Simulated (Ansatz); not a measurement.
# C₂H₅AlCl₂: a ladder of functionals and wavefunction methods

An exercise on one series of results from a longer session: the logs are not shown, and one member is left open.

Computed with Ansatz 0.2.0, Gaussian basis. Level: functionals in def2-TZVPP, the program's frozen cores in correlated methods.

Plan: LDA (SPW92), PBE-D4, revPBE-D4, BLYP-D4, r2SCAN-D4, B97M-V, PBE0-D4, B3LYP-D4, r2SCANh-D4, r2SCAN0-D4, HSE06-D4, BHLYP-D4, CAM-B3LYP-D4, LC-ωPBE, ωB97X-V, ωB97M-V, B2PLYP, PBE-QIDH; CCSD(T)/def2-SVP; CCSD(T)/def2-TZVPP; MP2/def2-QZVPP; extrapolation to the limit; RPA on PBE.

## The relaxed structure

All runs share one geometry, relaxed beforehand with PBE0-D4 in a triple-zeta def2 set.

10 atoms, charge 0, spin multiplicity 1.

Atoms are counted from 1 here; the program's logs count them from 0.

Bond lengths: C1–C2 1.527 Å, C1–H6 1.093 Å, C1–H7 1.092 Å, C1–H8 1.092 Å, C2–Al3 1.939 Å, C2–H9 1.097 Å, C2–H10 1.097 Å, Al3–Cl4 2.092 Å, Al3–Cl5 2.091 Å. Angles: C2–C1–H6 111.5°, C2–C1–H7 111.7°, C2–C1–H8 111.7°, H6–C1–H7 107.4°, H6–C1–H8 107.4°, H7–C1–H8 106.8°, C1–C2–Al3 115.9°, C1–C2–H9 110.9°, C1–C2–H10 110.9°, Al3–C2–H9 107.0°, Al3–C2–H10 106.9°, H9–C2–H10 104.6°, C2–Al3–Cl4 121.8°, C2–Al3–Cl5 121.4°, Cl4–Al3–Cl5 116.8°.

The first run:

File in.yaml:

```yaml
crystal:
  periodic: [false, false, false]
  atoms:
    - {symbol: C, position_ang: [-0.310495, -1.047293, 0.828237]}
    - {symbol: C, position_ang: [0.357852, 0.288015, 0.507359]}
    - {symbol: Al, position_ang: [0.109083, 0.948617, -1.298913]}
    - {symbol: Cl, position_ang: [-1.001005, -0.114726, -2.717976]}
    - {symbol: Cl, position_ang: [0.943056, 2.763495, -1.919317]}
    - {symbol: H, position_ang: [-0.120726, -1.351555, 1.861231]}
    - {symbol: H, position_ang: [0.052134, -1.847577, 0.179204]}
    - {symbol: H, position_ang: [-1.393582, -0.999814, 0.694571]}
    - {symbol: H, position_ang: [0.006912, 1.074414, 1.187101]}
    - {symbol: H, position_ang: [1.439872, 0.235323, 0.681403]}
basis:
  gaussian: {orbitals: def2-TZVPP}
hamiltonian: {xc: lda}
output: {orbitals: {seedname: orbitals}}
```

The run is started by

```console
ansatz run in.yaml --threads 4 --pin off --events-out ev --progress --plain --max-ram 10444MiB
```

Steps of the session up to this table: LDA; PBE-D4 (GGA); revPBE-D4 (GGA); BLYP-D4 (GGA); r2SCAN-D4 (meta-GGA); B97M-V (meta-GGA); B3LYP-D4 (hybrid); r2SCANh-D4 (hybrid); r2SCAN0-D4 (hybrid); HSE06-D4 (hybrid); BHLYP-D4 (hybrid); CAM-B3LYP-D4 (range-separated); LC-ωPBE (range-separated); ωB97X-V (range-separated); ωB97M-V (range-separated); B2PLYP (double hybrid); PBE-QIDH (double hybrid).

One table of the session follows, with a row left open; its other results are not shown here.

It belongs to the step «Frontier levels by functional». 

```
  functional  HOMO (eV)  gap (eV)
 LDA (SPW92)      -7.16      5.24
      PBE-D4      -7.04      5.39
   revPBE-D4      -6.98      5.46
     BLYP-D4      -6.91      5.40
   r2SCAN-D4      -7.29      5.97
      B97M-V      -7.37      5.94
     PBE0-D4      -8.31      7.44
    B3LYP-D4      -8.09      7.02
  r2SCANh-D4      -7.76      6.70
  r2SCAN0-D4      -8.47      7.80
    HSE06-D4      -7.91      6.67
    BHLYP-D4          ?         ?
CAM-B3LYP-D4      -9.67      9.76
     LC-ωPBE     -11.02     12.22
     ωB97X-V     -10.66     11.73
     ωB97M-V     -10.50     11.28
```

Estimate the missing values for BHLYP-D4.

Worked estimate for «HOMO (eV)». Against the share of exact exchange, BLYP-D4 (0, -6.91), B3LYP-D4 (0.2, -8.09) give a slope of -5.90 per unit share; at 0.5 the line stands at -9.86.

The run gave: HOMO (eV): -9.49; gap (eV): 9.43. In «HOMO (eV)» the line misses by -0.37.
